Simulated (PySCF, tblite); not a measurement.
# C4H7O2Se radical: geometry, infrared bands and EPR parameters

Aim: predict the infrared bands and EPR parameters of C4H7O2Se radical (`CC[Se][CH]OC=O`).

The runs use tblite 0.8.0 and PySCF 2.14.0, with density-fitted response routines of our own; the level of theory stands in each step. All values are computed, except where a source is named. Atoms count from 0, in the outputs and in this text.

## Step 1: The starting structure

14 atoms, charge 0, multiplicity 2; geometry from: force field or distance geometry start.

Bonds of the start (Å): C0–C1 1.50, C1–Se2 1.96, Se2–C3 1.92, C3–O4 1.40, O4–C5 1.39, C5–O6 1.25, C0–H7 1.12, C0–H8 1.09, C0–H9 1.13, C1–H10 1.08, C1–H11 1.14, C3–H12 1.12, C5–H13 1.08.

## Step 2: Optimising the geometry with GFN2-xTB

The job: settings as JSON, then the geometry in Å.

```
{"job": {"kind": "relax", "xc": "GFN2-xTB", "basis": "xTB"}, "charge": 0, "multiplicity": 2}
C     -2.482900     0.307300     0.645900
C     -1.506800    -0.554000    -0.105100
Se     0.091100     0.526200    -0.431100
C      1.242800     0.249500     1.086300
O      2.459500    -0.348900     0.725100
C      3.336800     0.249300    -0.177400
O      3.125000     1.355900    -0.714700
H     -3.497000     0.030700     0.273400
H     -2.278800     1.375200     0.530300
H     -2.451100    -0.023500     1.723800
H     -1.887700    -1.029900    -0.998100
H     -1.172300    -1.398700     0.580200
H      0.763100    -0.464100     1.808800
H      4.257600    -0.275400    -0.409500
```

Command:

```bash
> OMP_NUM_THREADS=1 python probes_run.py task.json out
```

This one command runs all jobs of the session in turn.

What it wrote:

```text
step      E/eV     max force
  0    -634.92914    3.711
  1    -635.21890    3.761
  2    -635.39330    1.284
  3    -635.50132    1.081
  4    -635.64685    0.661
  5    -635.67258    0.403
  6    -635.69792    0.384
  7    -635.71667    0.437
  8    -635.74507    0.487
  9    -635.77118    0.595
 10    -635.79951    0.518
 11    -635.82429    0.337
 12    -635.84827    0.427
 13    -635.87469    0.414
 14    -635.89521    0.384
 15    -635.90730    0.269
 16    -635.91618    0.310
 17    -635.92627    0.351
 18    -635.93762    0.285
 19    -635.94687    0.547
 20    -635.95642    0.281
 21    -635.96365    0.260
 22    -635.97481    0.239
 23    -635.98214    0.242
 24    -635.98906    0.206
 25    -635.99445    0.250
 26    -636.00024    0.195
 27    -636.00569    0.235
 28    -636.00881    0.602
 29    -636.01680    0.268
 30    -636.02403    0.245
 31    -636.03911    0.217
 32    -636.04337    0.236
 33    -636.05057    0.224
 34    -636.05569    0.367
 35    -636.05904    0.155
 36    -636.06143    0.123
 37    -636.06359    0.129
 38    -636.06753    0.165
 39    -636.07203    0.170
 40    -636.07596    0.158
 41    -636.07842    0.139
 42    -636.08085    0.141
 43    -636.08385    0.183
 44    -636.08756    0.158
 45    -636.09197    0.189
 46    -636.09669    0.183
 47    -636.10172    0.243
 48    -636.10731    0.305
 49    -636.11363    0.283
 50    -636.11917    0.294
 51    -636.12595    0.197
 52    -636.13012    0.152
 53    -636.13287    0.136
 54    -636.13560    0.131
 55    -636.13761    0.099
 56    -636.13902    0.091
 57    -636.13994    0.095
 58    -636.14068    0.090
 59    -636.14146    0.076
 60    -636.14207    0.060
 61    -636.14247    0.055
 62    -636.14278    0.057
 63    -636.14309    0.056
 64    -636.14335    0.051
 65    -636.14363    0.051
 66    -636.14396    0.049
 67    -636.14428    0.043
 68    -636.14454    0.036
 69    -636.14475    0.037
 70    -636.14496    0.039
 71    -636.14523    0.046
 72    -636.14557    0.048
 73    -636.14597    0.046
 74    -636.14643    0.054
 75    -636.14697    0.073
 76    -636.14756    0.068
 77    -636.14821    0.082
 78    -636.14892    0.068
 79    -636.14984    0.079
 80    -636.15068    0.106
 81    -636.15178    0.087
 82    -636.15271    0.077
 83    -636.15345    0.091
 84    -636.15411    0.084
 85    -636.15520    0.093
 86    -636.15631    0.095
 87    -636.15702    0.109
 88    -636.15754    0.058
 89    -636.15812    0.059
 90    -636.15870    0.064
 91    -636.15918    0.056
 92    -636.15957    0.064
 93    -636.15994    0.047
 94    -636.16032    0.053
 95    -636.16070    0.055
 96    -636.16092    0.024
 97    -636.16101    0.016
 98    -636.16104    0.014
 99    -636.16106    0.012
100    -636.16108    0.009
```

Wall time 0.6 s (1 thread of Arm Neoverse V1, shared host).

Step by step: (not every step is listed)

```tsv
step	energy from step 0 (eV)	largest force (eV/Å)
0	0.0000	3.7109
1	-0.2898	3.7612
2	-0.4642	1.2839
3	-0.5722	1.0808
4	-0.7177	0.6608
5	-0.7434	0.4026
6	-0.7688	0.3843
7	-0.7875	0.4374
8	-0.8159	0.4868
16	-0.9870	0.3098
24	-1.0599	0.2062
32	-1.1142	0.2359
40	-1.1468	0.1576
48	-1.1782	0.3053
56	-1.2099	0.0906
64	-1.2142	0.0506
72	-1.2164	0.0480
80	-1.2215	0.1058
88	-1.2284	0.0575
95	-1.2316	0.0547
96	-1.2318	0.0242
97	-1.2319	0.0158
98	-1.2319	0.0142
99	-1.2319	0.0122
100	-1.2319	0.0090
```

Distances of close pairs at the start and the end, largest changes first:

```tsv
bond	before (Å)	after (Å)	change (Å)
O4–C5	1.394	1.318	-0.076
Se2–C3	1.925	1.854	-0.071
C3–O4	1.403	1.352	-0.051
C1–H11	1.138	1.091	-0.047
C3–H12	1.123	1.079	-0.045
C0–H9	1.128	1.088	-0.040
C5–O6	1.248	1.214	-0.034
C0–H7	1.115	1.089	-0.027
```

The final coordinates are the input of the step that follows.

## Step 3: Infrared spectrum with GFN2-xTB

The job: settings as JSON, then the geometry in Å.

```
{"job": {"kind": "ir", "xc": "GFN2-xTB", "basis": "xTB"}, "charge": 0, "multiplicity": 2}
C     -2.184129     0.380103     0.760226
C     -1.542273    -0.571826    -0.229801
Se     0.236712     0.050006    -0.832594
C      1.064495    -0.255871     0.798178
O      2.392499    -0.105853     1.000624
C      3.132403     0.451348     0.063641
O      2.717733     0.816679    -1.017436
H     -3.140900    -0.017769     1.093758
H     -2.355112     1.351811     0.301726
H     -1.544871     0.519158     1.629827
H     -2.146881    -0.659239    -1.132658
H     -1.414452    -1.566565     0.199246
H      0.608602    -0.922327     1.513135
H      4.175497     0.529872     0.390013
```

What it wrote:

```text
mode    cm-1     km/mol
  1      64.3      0.47
  2      79.8      1.76
  3     142.8      7.61
  4     149.5      0.56
  5     206.7     20.01
  6     225.4      0.22
  7     273.2      6.76
  8     347.1     12.65
  9     388.2     47.21
 10     435.9     27.80
 11     532.4     18.70
 12     664.4     10.46
 13     751.8     11.10
 14     820.1     32.62
 15     845.8      2.25
 16     982.9      3.73
 17    1000.7      6.45
 18    1038.2     58.74
 19    1070.5      4.13
 20    1143.6     86.01
 21    1206.0     24.33
 22    1222.6      5.41
 23    1232.5     18.82
 24    1319.9     28.75
 25    1405.3      5.77
 26    1444.3      0.38
 27    1486.7      6.20
 28    1492.5      2.29
 29    1651.8    342.70
 30    2899.9     43.72
 31    2966.1     20.66
 32    2988.6     16.00
 33    3021.7     39.95
 34    3030.3     21.12
 35    3036.1     13.56
 36    3060.8      3.07
```

Wall time 0.4 s (1 thread of Arm Neoverse V1, shared host).

The strongest bands and the atoms that carry them (share of the mass-weighted mode):

```tsv
cm⁻¹	km/mol	atoms
388	47.2	H12 30 %, O4 20 %, O6 18 %, C3 17 %
820	32.6	O4 34 %, C5 20 %, C3 18 %, O6 13 %
1038	58.7	C5 29 %, C3 26 %, H12 21 %, O4 12 %
1144	86.0	O4 38 %, C3 34 %, C5 15 %
1320	28.8	H13 81 %
1652	342.7	C5 60 %, O6 37 %
2900	43.7	H13 93 %
3022	40.0	H7 87 %
```

## Step 4: EPR parameters: B3LYP/def2-TZVP-core+pcH-1

The job, as its differences from that of step 3:

```diff
@@ -1,2 +1,2 @@
-{"job": {"kind": "ir", "xc": "GFN2-xTB", "basis": "xTB"}, "charge": 0, "multiplicity": 2}
+{"job": {"kind": "epr", "basis": "pcH-1"}, "charge": 0, "multiplicity": 2}
 C     -2.184129     0.380103     0.760226
```

Method: UKS B3LYP, def2-TZVP-core on Se, pcH-1 on C H O, non-relativistic, mean-field spin-orbit, GIAO.

What it wrote:

```text
UKS, coarse grid
  cycle   1  E = -2708.46197889  |g| = 1.59e+00
  cycle   2  E = -2707.93020206  |g| = 1.44e+00
  cycle   3  E = -2708.36042378  |g| = 9.15e-01
  cycle   4  E = -2708.63263507  |g| = 2.53e-01
  cycle   5  E = -2708.64605432  |g| = 1.24e-01
  cycle   6  E = -2708.65215415  |g| = 2.46e-02
  cycle   7  E = -2708.65238363  |g| = 8.50e-03
  cycle   8  E = -2708.65242042  |g| = 2.88e-03
  cycle   9  E = -2708.65242556  |g| = 1.01e-03
  cycle  10  E = -2708.65242751  |g| = 6.03e-04
UKS, final grid
  cycle   1  E = -2708.65242664  |g| = 7.24e-04
  cycle   2  E = -2708.65242638  |g| = 1.09e-03
  cycle   3  E = -2708.65242692  |g| = 1.32e-04
  cycle   4  E = -2708.65242693  |g| = 6.02e-05
  cycle   5  E = -2708.65242694  |g| = 4.13e-05
  cycle   6  E = -2708.65242694  |g| = 1.89e-05
E = -2708.65242694 Eh   <S^2> = 0.7560 (exact 0.7500)
g shifts (ppm)      1          2          3
  rmc          -205       -205       -205
  gc             -9         49         45
  oz_so       -1318       6423      23691
  total       -1530       6274      23538
hyperfine (MHz)  atom isotope    a_iso     a_fc   dipolar eigenvalues
    0   13C       2.86       2.83     -1.31     -0.17      1.48
    1   13C      -3.27      -3.32     -0.59      0.08      0.51
    2  77Se     -10.91       4.99   -129.65    -94.12    223.77
    3   13C     138.06     135.94    -68.03    -64.73    132.77
    4   17O      -5.20      -4.86    -13.30      5.78      7.53
    5   13C       2.87       2.87     -3.87     -2.66      6.53
    6   17O      -6.57      -6.41    -25.51     12.29     13.22
    7    1H      -0.27      -0.26     -1.22     -0.87      2.09
    8    1H       0.53       0.53     -1.59     -1.00      2.59
    9    1H      -0.12      -0.12     -3.41     -2.13      5.54
   10    1H       0.63       0.62     -1.87     -1.32      3.20
   11    1H       3.05       3.03     -2.65     -1.49      4.14
   12    1H     -36.38     -36.81    -30.16     -1.79     31.95
   13    1H      -6.78      -6.84     -3.57     -2.02      5.59
```

It took 3.5 min on 1 thread of Arm Neoverse V1, shared host; peak memory 1.2 GiB.

Principal g values 2.00079, 2.00859, 2.02586; g(iso) = 2.01175, against 2.00232 for a free electron.

Hyperfine couplings; where a row names several nuclei, a(iso) is their mean (it holds for fast rotation or exchange) and the dipolar term the largest among them:

```tsv
nuclei	isotope	a(iso) (MHz)	a(iso) (G, at g = 2.0023)	largest dipolar term (MHz)
C3	13C	138.1	49.3	132.8
H12	1H	-36.4	-13.0	32.0
Se2	77Se	-10.9	-3.9	223.8
H13	1H	-6.8	-2.4	5.6
O6	17O	-6.6	-2.3	-25.5
O4	17O	-5.2	-1.9	-13.3
C1	13C	-3.3	-1.2	-0.6
C5	13C	2.9	1.0	6.5
C0	13C	2.9	1.0	1.5
H10, H11	1H	1.8	0.7	4.1
H7, H8, H9	1H	0.0	0.0	5.5
```

Mulliken spin populations:

C0 0.01; C1 -0.01; Se2 0.19; C3 0.74; O4 -0.01; C5 0.04; O6 0.07; H7 0.00; H8 0.00; H9 0.00; H10 0.00; H11 0.00; H12 -0.03; H13 0.00

In first order the couplings over 0.8 MHz of 1H give 12 distinct lines over 16.7 G, if the averaged nuclei exchange fast.

Orbitals, density, ELF and potential are computed afterwards from the orbital file.

ELF in a plane through or near 5 of the atoms.

Ten even steps from '0' (0.00) to '9' (1.00):
```
0000000000000000000000000000
0000000000000000000000000000
0000000000000000000000000000
0000000000000000000000000000
0000000000000000000000000000
0000000032001100451000000000
0000000277115400882144000000
0000530288447701994699400000
0004993175757700676999700000
0007999486735600465999800000
0008999276447611586899600000
0005998132157446697455100000
0000234774042428455100000000
0000003777145616577300000000
0000005777152424389800000000
0000004664058752179810000000
0000001221038851037600000000
0000000000015520001000000000
0000000000001100000000000000
0000000000000000000000000000
```
The map spans 13.6 Å across and 8.3 Å up, centred on the molecule. Atoms in the plane (x, y in Å): Se2 (-0.3, -1.1), O4 (-2.3, 0.8), C5 (-3.2, -0.1), H7 (3.2, 0.6), H13 (-4.2, 0.2).

On the surface of density 0.002 e/bohr³ the electrostatic potential runs, from the 1st to the 99th percentile, from -1.52 V near O6 to 1.29 V near H13.

The spin density lies nearest to C3 53 %; Se2 24 %; O6 7 %.

## Step 5: Results

| quantity | value |
| --- | --- |
| strongest single infrared mode (GFN2-xTB) | 1652 cm⁻¹, 343 km/mol |
| zero-point energy (GFN2-xTB) | 63.8 kcal/mol |
| g(iso) (B3LYP) | 2.01175 |
| ⟨S²⟩ | 0.756 (exact 0.75) |
| largest a(iso) (averaged by class) | 13C on C3, 138.1 MHz |
| surface potential, 1st and 99th percentile | -1.52 V and 1.29 V |

**Reading.** Relaxing lowered the energy by 1.232 eV in 100 steps; the close pair that moved most is O4–C5, from 1.394 to 1.318 Å. All 36 modes are real, so the xTB geometry is a minimum. The strongest single mode, at 1652 cm⁻¹, moves mainly C5 and O6. Unscaled tight-binding wavenumbers are off by several per cent, some by more. Its intensities can rank the bands wrongly. C3 carries the largest spin population, 0.74 e. The isotropic g lies 9.4 ppt above the free-electron value. The hyperfine terms hold no scalar relativity, which the heavier nuclei need.
